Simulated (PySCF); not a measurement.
**[PbI]+: how settings move a single point**

Aim: repeat the single point on relaxed [PbI]+ with altered settings, some of them bad on purpose. The structure is generated, not taken from experiment.

Program: PySCF 2.14.0. Level of theory: PBE, Pb def2-SVP with ECP60, I def2-SVP with ECP28; scalar-relativistic core potentials, no spin–orbit coupling. These are calculated values, not measurements.

1 further run of the same task is left out (for a known fault of the program).

**1. Starting geometry**

2 atoms, charge 1, spin multiplicity 1.

Bond lengths: Pb1–I2 2.723 Å.

Coordinates:

```tsv
atom	x (Å)	y (Å)	z (Å)
Pb1	0.00000	0.00000	-1.00701
I2	0.00000	0.00000	1.71622
```

Formal oxidation states: Pb +2. An earlier session relaxed this geometry at PBE, Pb def2-SVP with ECP60, I def2-SVP with ECP28 (singlet, point group C∞v).

The sound run used a (50, 194) grid (finer on f atoms), a threshold of 1e-8 and at most 55 cycles, and ended at -490.388866 Eh.

**2. Altered run 1**

run.py (the lines that set the calculation)

```python
mol = gto.M(atom='''
Pb     0.00000     0.00000    -1.00701
I      0.00000     0.00000     1.71622''',
    basis={'Pb': 'def2-SVP', 'I': 'def2-SVP'},
    ecp={'Pb': 'def2-SVP', 'I': 'def2-SVP'},
    charge=1, spin=0)
mf = dft.RKS(mol, xc='PBE')
mf.grids.atom_grid = (50, 194)
mf = mf.density_fit()  # fitting sets: Pb def2-universal-JKFIT, I def2-universal-JKFIT
mf.conv_tol = 1e-08; mf.max_cycle = 55
mf.kernel(dm0)  # dm0: smeared density
```

The run is started by

```console
$ OMP_NUM_THREADS=2 python run.py
```

What it wrote:

```text
init E= -490.32769459786
  HOMO = -0.458926670650788  LUMO = -0.332824692039775  gap/eV = 3.43141
cycle= 1 E= -490.373604451785  delta_E= -0.0459  |g|= 0.161  |ddm|= 0.38
  HOMO = -0.411302449361827  LUMO = -0.34520301366878  gap/eV = 1.79866
cycle= 2 E= -489.722362948891  delta_E= 0.651  |g|= 1.24  |ddm|= 1.87
  HOMO = -0.433274184976113  LUMO = -0.339320345309431  gap/eV = 2.55661
cycle= 3 E= -490.384498030203  delta_E= -0.662  |g|= 0.0967  |ddm|= 1.45
  HOMO = -0.439152918436818  LUMO = -0.339956277970474  gap/eV = 2.69928
cycle= 4 E= -490.388633124267  delta_E= -0.00414  |g|= 0.0203  |ddm|= 0.119
  HOMO = -0.440466829886182  LUMO = -0.339216094009124  gap/eV = 2.75517
cycle= 5 E= -490.388861250954  delta_E= -0.000228  |g|= 0.00312  |ddm|= 0.0326
  HOMO = -0.440680484796524  LUMO = -0.339113813731064  gap/eV = 2.76377
cycle= 6 E= -490.388866285931  delta_E= -5.03e-06  |g|= 0.000283  |ddm|= 0.0056
  HOMO = -0.440688808838236  LUMO = -0.339130361558085  gap/eV = 2.76355
cycle= 7 E= -490.38886631932  delta_E= -3.34e-08  |g|= 7.82e-05  |ddm|= 0.000529
  HOMO = -0.440684617690518  LUMO = -0.33912348132561  gap/eV = 2.76362
cycle= 8 E= -490.388866321614  delta_E= -2.29e-09  |g|= 4.78e-06  |ddm|= 0.00013
  HOMO = -0.440684689595202  LUMO = -0.339124916383714  gap/eV = 2.76358
Extra cycle  E= -490.388866321555  delta_E= 5.89e-11  |g|= 1.15e-05  |ddm|= 3.04e-05
converged SCF energy = -490.388866321555
```

Run time: 1.6 s. Hardware: 2 threads of Intel Xeon Platinum 8488C (Sapphire Rapids), shared host.

Changed: the starting guess (smeared density). It converges in 8 cycles, at the sound run's energy within 0.001 eV, with a largest force component of 0.00 eV/Å. The result survives the change.

**3. Altered run 2**

run.py (the lines that set the calculation), as its differences from that of step 2:

```diff
@@ -9,3 +9,3 @@
 mf = mf.density_fit()  # fitting sets: Pb def2-universal-JKFIT, I def2-universal-JKFIT
-mf.conv_tol = 1e-08; mf.max_cycle = 55
-mf.kernel(dm0)  # dm0: smeared density
+mf.conv_tol = 0.0001; mf.max_cycle = 55
+mf.kernel(dm0)  # dm0: free metal ions and neutral atoms
```

The run is started by

```console
$ OMP_NUM_THREADS=2 python run.py
```

What it wrote:

```text
init E= -492.308280944704
  HOMO = -0.397800607450851  LUMO = -0.214217499870207  gap/eV = 4.99555
cycle= 1 E= -485.891040242592  delta_E= 6.42  |g|= 2.68  |ddm|= 4.54
  HOMO = -0.668148853204179  LUMO = -0.418942811865283  gap/eV = 6.78124
cycle= 2 E= -426.61795477654  delta_E= 59.3  |g|= 6.49  |ddm|= 20.1
  HOMO = -0.662173700291917  LUMO = -0.35664918543511  gap/eV = 8.31375
cycle= 3 E= -489.699104133043  delta_E= -63.1  |g|= 1.42  |ddm|=   18
  HOMO = -0.413558695681842  LUMO = -0.276002968844801  gap/eV = 3.74308
cycle= 4 E= -490.34343262924  delta_E= -0.644  |g|= 0.369  |ddm|= 3.45
  HOMO = -0.433998852760657  LUMO = -0.344397992527988  gap/eV = 2.43816
cycle= 5 E= -490.364414068373  delta_E= -0.021  |g|= 0.22  |ddm|= 0.995
  HOMO = -0.439930800982479  LUMO = -0.337481618894127  gap/eV = 2.78778
cycle= 6 E= -490.388416349359  delta_E= -0.024  |g|= 0.0322  |ddm|= 0.382
  HOMO = -0.441500753069233  LUMO = -0.339401937559551  gap/eV = 2.77825
cycle= 7 E= -490.388837939828  delta_E= -0.000422  |g|= 0.00858  |ddm|= 0.0607
  HOMO = -0.440522026457762  LUMO = -0.339102511183841  gap/eV = 2.75977
cycle= 8 E= -490.388865457338  delta_E= -2.75e-05  |g|= 0.00128  |ddm|= 0.0145
  HOMO = -0.44103078545452  LUMO = -0.339016771498809  gap/eV = 2.77594
Extra cycle  E= -490.388855191267  delta_E= 1.03e-05  |g|= 0.00468  |ddm|= 0.0102
converged SCF energy = -490.388855191267
```

Wall time 1.6 s (2 threads of Intel Xeon Platinum 8488C (Sapphire Rapids), shared host).

Changed: the SCF threshold (0.0001). It converges in 8 cycles, at the sound run's energy within 0.001 eV, with a largest force component of 0.02 eV/Å. The result survives the change.

**4. Altered run 3**

run.py (the lines that set the calculation)

```python
mol = gto.M(atom='''
Pb     0.00000     0.00000    -1.00701
I      0.00000     0.00000    -0.50701''',
    basis={'Pb': 'def2-SVP', 'I': 'def2-SVP'},
    ecp={'Pb': 'def2-SVP', 'I': 'def2-SVP'},
    charge=1, spin=0)
mf = dft.RKS(mol, xc='PBE')
mf.grids.atom_grid = (50, 194)
mf = mf.density_fit()  # fitting sets: Pb def2-universal-JKFIT, I def2-universal-JKFIT
mf.conv_tol = 1e-08; mf.max_cycle = 60
mf.kernel(dm0)  # dm0: free metal ions and neutral atoms
```

The run is started by

```console
$ OMP_NUM_THREADS=2 python run.py
```

What it wrote:

```text
init E= -328.490310251934
  HOMO = -0.245335282754386  LUMO = -0.216399050360105  gap/eV = 0.78739
cycle= 1 E= -303.562273486337  delta_E= 24.9  |g|= 4.56  |ddm|=  196
  HOMO = -0.727304727957094  LUMO = -0.683197363306252  gap/eV = 1.20022
cycle= 2 E= -305.118323298584  delta_E= -1.56  |g|=  2.3  |ddm|=   72
  HOMO = -0.345298304726221  LUMO = -0.296731489510172  gap/eV = 1.32157
cycle= 3 E= -305.949862769225  delta_E= -0.832  |g|= 0.141  |ddm|= 37.9
  HOMO = -0.362270798874988  LUMO = -0.317177646052574  gap/eV = 1.22705
cycle= 4 E= -305.95326018212  delta_E= -0.0034  |g|= 0.0644  |ddm|= 2.35
  HOMO = -0.358010538336745  LUMO = -0.312747944209827  gap/eV = 1.23166
cycle= 5 E= -305.954174954528  delta_E= -0.000915  |g|= 0.00386  |ddm|= 0.963
  HOMO = -0.357321808217237  LUMO = -0.31194160255199  gap/eV = 1.23486
cycle= 6 E= -305.95417846662  delta_E= -3.51e-06  |g|= 0.000656  |ddm|= 0.069
  HOMO = -0.357446788033056  LUMO = -0.312080295308615  gap/eV = 1.23449
cycle= 7 E= -305.954178577778  delta_E= -1.11e-07  |g|= 1.49e-05  |ddm|= 0.00679
  HOMO = -0.357445156990044  LUMO = -0.312079555290277  gap/eV = 1.23446
cycle= 8 E= -305.95417857785  delta_E= -7.21e-11  |g|= 1.23e-06  |ddm|= 0.000433
  HOMO = -0.357445468696767  LUMO = -0.31207972041198  gap/eV = 1.23446
Extra cycle  E= -305.954178577823  delta_E= 2.69e-11  |g|= 8.71e-07  |ddm|= 7.3e-05
converged SCF energy = -305.954178577823
```

It took 1.9 s on 2 threads of Intel Xeon Platinum 8488C (Sapphire Rapids), shared host.

Changed: one atom's place (atom 2 put 0.5 Å from the metal); the cycle limit is 60. It converges in 8 cycles, +5018.724 eV from the sound run, with a largest force component of 26277.87 eV/Å. The setting is unsound, so these numbers aren't the compound's.

**5. Altered run 4**

run.py (the lines that set the calculation)

```python
mol = gto.M(atom='''
Pb     0.00000     0.00000    -1.00701
I      0.00000     0.00000     1.71622''',
    basis={'Pb': 'def2-SVP', 'I': 'def2-SVP'},
    ecp={'Pb': 'def2-SVP', 'I': 'def2-SVP'},
    charge=1, spin=0)
mf = dft.RKS(mol, xc='PBE')
mf.grids.atom_grid = (40, 110)
mf = mf.density_fit()  # fitting sets: Pb def2-universal-JKFIT, I def2-universal-JKFIT
mf.conv_tol = 1e-08; mf.max_cycle = 55
mf.kernel(dm0)  # dm0: free metal ions and neutral atoms
```

The run is started by

```console
$ OMP_NUM_THREADS=2 python run.py
```

What it wrote:

```text
init E= -492.307198020797
  HOMO = -0.397784182931051  LUMO = -0.214211031304771  gap/eV = 4.99528
cycle= 1 E= -485.889932348044  delta_E= 6.42  |g|= 2.68  |ddm|= 4.54
  HOMO = -0.66817914121341  LUMO = -0.418767944691342  gap/eV = 6.78682
cycle= 2 E= -426.617669096355  delta_E= 59.3  |g|= 6.49  |ddm|= 20.1
  HOMO = -0.662194755419208  LUMO = -0.35668583355181  gap/eV = 8.31332
cycle= 3 E= -489.698185399539  delta_E= -63.1  |g|= 1.42  |ddm|=   18
  HOMO = -0.41354320823907  LUMO = -0.276037765164995  gap/eV = 3.74171
cycle= 4 E= -490.342432513428  delta_E= -0.644  |g|= 0.369  |ddm|= 3.45
  HOMO = -0.434017198274387  LUMO = -0.344431909588492  gap/eV = 2.43774
cycle= 5 E= -490.363298947546  delta_E= -0.0209  |g|= 0.221  |ddm|= 0.995
  HOMO = -0.439949384016206  LUMO = -0.337512125524959  gap/eV = 2.78746
cycle= 6 E= -490.387353658021  delta_E= -0.0241  |g|= 0.032  |ddm|= 0.382
  HOMO = -0.441521635373185  LUMO = -0.339425629837041  gap/eV = 2.77817
cycle= 7 E= -490.387770569781  delta_E= -0.000417  |g|= 0.0086  |ddm|= 0.0606
  HOMO = -0.440544683527389  LUMO = -0.33912503687882  gap/eV = 2.75977
cycle= 8 E= -490.387798118819  delta_E= -2.75e-05  |g|= 0.00131  |ddm|= 0.0145
  HOMO = -0.440657048573752  LUMO = -0.339175871451799  gap/eV = 2.76144
cycle= 9 E= -490.387798655519  delta_E= -5.37e-07  |g|= 0.000829  |ddm|= 0.00127
  HOMO = -0.440686433189195  LUMO = -0.339164920424744  gap/eV = 2.76254
cycle= 10 E= -490.387798930563  delta_E= -2.75e-07  |g|= 0.000428  |ddm|= 0.000722
  HOMO = -0.44070768362261  LUMO = -0.339144658860405  gap/eV = 2.76367
cycle= 11 E= -490.387799028676  delta_E= -9.81e-08  |g|= 1.57e-05  |ddm|= 0.000733
  HOMO = -0.440709595415627  LUMO = -0.339144928868725  gap/eV = 2.76372
cycle= 12 E= -490.387799028795  delta_E= -1.19e-10  |g|= 3.48e-06  |ddm|= 3.47e-05
  HOMO = -0.44070873889996  LUMO = -0.339145653793349  gap/eV = 2.76367
Extra cycle  E= -490.38779902871  delta_E= 8.49e-11  |g|= 1.33e-05  |ddm|= 2.87e-05
converged SCF energy = -490.38779902871
```

Run time: 1.6 s. Hardware: 2 threads of Intel Xeon Platinum 8488C (Sapphire Rapids), shared host.

Changed: the integration grid, to (40, 110). It converges in 12 cycles, +0.029 eV from the sound run, with a largest force component of 0.07 eV/Å. The setting is unsound, so these numbers aren't the compound's.

**6. Altered run 5**

run.py (the lines that set the calculation)

```python
mol = gto.M(atom='''
Pb     0.00000     0.00000    -1.05736
I      0.00000     0.00000     1.80203''',
    basis={'Pb': 'def2-SVP', 'I': 'def2-SVP'},
    ecp={'Pb': 'def2-SVP', 'I': 'def2-SVP'},
    charge=1, spin=0)
mf = dft.RKS(mol, xc='PBE')
mf.grids.atom_grid = (50, 194)
mf = mf.density_fit()  # fitting sets: Pb def2-universal-JKFIT, I def2-universal-JKFIT
mf.conv_tol = 1e-08; mf.max_cycle = 55
mf.kernel(dm0)  # dm0: free metal ions and neutral atoms
```

The run is started by

```console
$ OMP_NUM_THREADS=2 python run.py
```

What it wrote:

```text
init E= -492.268482582038
  HOMO = -0.40588343414821  LUMO = -0.202348538232649  gap/eV = 5.53847
cycle= 1 E= -485.600815847504  delta_E= 6.67  |g|= 2.66  |ddm|= 4.54
  HOMO = -0.696276768697654  LUMO = -0.442052770492071  gap/eV = 6.91779
cycle= 2 E= -424.742271207961  delta_E= 60.9  |g|= 6.04  |ddm|= 20.4
  HOMO = -0.662448618238574  LUMO = -0.369205778082977  gap/eV = 7.97954
cycle= 3 E= -489.763542272275  delta_E=  -65  |g|= 1.37  |ddm|= 18.3
  HOMO = -0.39526529447141  LUMO = -0.286662519388788  gap/eV = 2.95523
cycle= 4 E= -490.356441294008  delta_E= -0.593  |g|= 0.319  |ddm|= 3.37
  HOMO = -0.418524339325704  LUMO = -0.352207180474664  gap/eV = 1.80458
cycle= 5 E= -490.306712021817  delta_E= 0.0497  |g|= 0.401  |ddm|= 1.06
  HOMO = -0.424366548367219  LUMO = -0.348468552604261  gap/eV = 2.06529
cycle= 6 E= -490.376149316226  delta_E= -0.0694  |g|= 0.135  |ddm|= 0.386
  HOMO = -0.426695576191231  LUMO = -0.347191600784725  gap/eV = 2.16341
cycle= 7 E= -490.38223417305  delta_E= -0.00608  |g|= 0.0808  |ddm|= 0.091
  HOMO = -0.427257325596096  LUMO = -0.345876561137897  gap/eV = 2.21448
cycle= 8 E= -490.384400823706  delta_E= -0.00217  |g|= 0.0482  |ddm|= 0.0561
  HOMO = -0.429685498440078  LUMO = -0.344223098052999  gap/eV = 2.32555
cycle= 9 E= -490.385670799079  delta_E= -0.00127  |g|= 0.00427  |ddm|= 0.079
  HOMO = -0.429553715189203  LUMO = -0.343849927204069  gap/eV = 2.33212
cycle= 10 E= -490.385679098126  delta_E= -8.3e-06  |g|= 0.000634  |ddm|= 0.00805
  HOMO = -0.429484739064902  LUMO = -0.343836863941853  gap/eV = 2.33060
cycle= 11 E= -490.385679310279  delta_E= -2.12e-07  |g|= 4.62e-05  |ddm|= 0.00118
  HOMO = -0.429492997299322  LUMO = -0.343840121489531  gap/eV = 2.33073
cycle= 12 E= -490.385679310692  delta_E= -4.13e-10  |g|= 2.69e-05  |ddm|= 0.000119
  HOMO = -0.429485546662729  LUMO = -0.343845333148127  gap/eV = 2.33039
Extra cycle  E= -490.385679303684  delta_E= 7.01e-09  |g|= 0.000118  |ddm|= 0.000249
converged SCF energy = -490.385679303684
```

It took 1.7 s on 2 threads of Intel Xeon Platinum 8488C (Sapphire Rapids), shared host.

Changed: the scale of all coordinates (1.05). It converges in 12 cycles, +0.087 eV from the sound run, with a largest force component of 1.17 eV/Å. The setting is unsound, so these numbers aren't the compound's.

**7. Altered run 6**

run.py (the lines that set the calculation)

```python
mol = gto.M(atom='''
Pb     0.00000     0.00000    -1.00701
I      0.00000     0.00000     1.71622''',
    basis={'Pb': 'def2-SVP', 'I': 'def2-SVP'},
    ecp={'Pb': 'def2-SVP', 'I': 'def2-SVP'},
    charge=1, spin=0)
mf = dft.RKS(mol, xc='PBE')
mf.grids.atom_grid = (10, 14)
mf = mf.density_fit()  # fitting sets: Pb def2-universal-JKFIT, I def2-universal-JKFIT
mf.conv_tol = 1e-08; mf.max_cycle = 55
mf.kernel(dm0)  # dm0: free metal ions and neutral atoms
```

The run is started by

```console
$ OMP_NUM_THREADS=2 python run.py
```

What it wrote:

```text
init E= -490.931001585646
  HOMO = -0.369756458434661  LUMO = -0.196322452390373  gap/eV = 4.71938
cycle= 1 E= -484.543460698483  delta_E= 6.39  |g|= 2.79  |ddm|= 4.69
  HOMO = -0.672552527752827  LUMO = -0.430264888701786  gap/eV = 6.59298
cycle= 2 E= -424.698281507072  delta_E= 59.8  |g|= 6.56  |ddm|= 19.6
  HOMO = -0.681224929052004  LUMO = -0.378729250736825  gap/eV = 8.23133
cycle= 3 E= -488.378636627408  delta_E= -63.7  |g|= 1.44  |ddm|= 17.7
  HOMO = -0.39242774297953  LUMO = -0.281890805219078  gap/eV = 3.00786
cycle= 4 E= -489.024946387567  delta_E= -0.646  |g|= 0.307  |ddm|= 3.59
  HOMO = -0.419090033264227  LUMO = -0.344555228887776  gap/eV = 2.02820
cycle= 5 E= -488.933307429199  delta_E= 0.0916  |g|= 0.491  |ddm|= 1.09
  HOMO = -0.424314953415662  LUMO = -0.341451862159493  gap/eV = 2.25482
cycle= 6 E= -489.0264603019  delta_E= -0.0932  |g|= 0.213  |ddm|= 0.384
  HOMO = -0.427420175453073  LUMO = -0.338733035941431  gap/eV = 2.41330
cycle= 7 E= -489.04370901097  delta_E= -0.0172  |g|= 0.105  |ddm|= 0.165
  HOMO = -0.430103811156488  LUMO = -0.336461764700671  gap/eV = 2.54813
cycle= 8 E= -489.048769465266  delta_E= -0.00506  |g|= 0.0367  |ddm|= 0.114
  HOMO = -0.431666553617144  LUMO = -0.334537933830331  gap/eV = 2.64300
cycle= 9 E= -489.049499654194  delta_E= -0.00073  |g|= 0.00357  |ddm|= 0.0707
  HOMO = -0.431310735330093  LUMO = -0.334551249398732  gap/eV = 2.63296
cycle= 10 E= -489.049506559053  delta_E= -6.9e-06  |g|= 0.00032  |ddm|= 0.00622
  HOMO = -0.43132400724581  LUMO = -0.334563934672389  gap/eV = 2.63298
cycle= 11 E= -489.049506599688  delta_E= -4.06e-08  |g|= 3.44e-05  |ddm|= 0.000489
  HOMO = -0.431328382348924  LUMO = -0.334568588008462  gap/eV = 2.63297
cycle= 12 E= -489.04950659992  delta_E= -2.33e-10  |g|= 1.13e-05  |ddm|= 7.57e-05
  HOMO = -0.431325303802788  LUMO = -0.334570547738407  gap/eV = 2.63283
Extra cycle  E= -489.049506598919  delta_E= 1e-09  |g|= 4.52e-05  |ddm|= 9.73e-05
converged SCF energy = -489.049506598919
```

Wall time 1.3 s (2 threads of Intel Xeon Platinum 8488C (Sapphire Rapids), shared host).

Changed: the integration grid, to (10, 14). It converges in 12 cycles, +36.446 eV from the sound run, with a largest force component of 2.01 eV/Å. The setting is unsound, so these numbers aren't the compound's.

**8. Results**

| run | changed | ending | energy change (eV) | cycles | time | usable |
| --- | --- | --- | --- | --- | --- | --- |
| 1 | the starting guess | converged | 0.000 | 8 | 1.6 s | yes |
| 2 | the SCF threshold | converged | 0.000 | 8 | 1.6 s | yes |
| 3 | one atom's place | converged | +5018.724 | 8 | 1.9 s | no |
| 4 | the integration grid | converged | +0.029 | 12 | 1.6 s | no |
| 5 | the scale of all coordinates | converged | +0.087 | 12 | 1.7 s | no |
| 6 | the integration grid | converged | +36.446 | 12 | 1.3 s | no |

2 of 6 altered runs give a usable result. 4 ended normally with numbers unfit to quote.
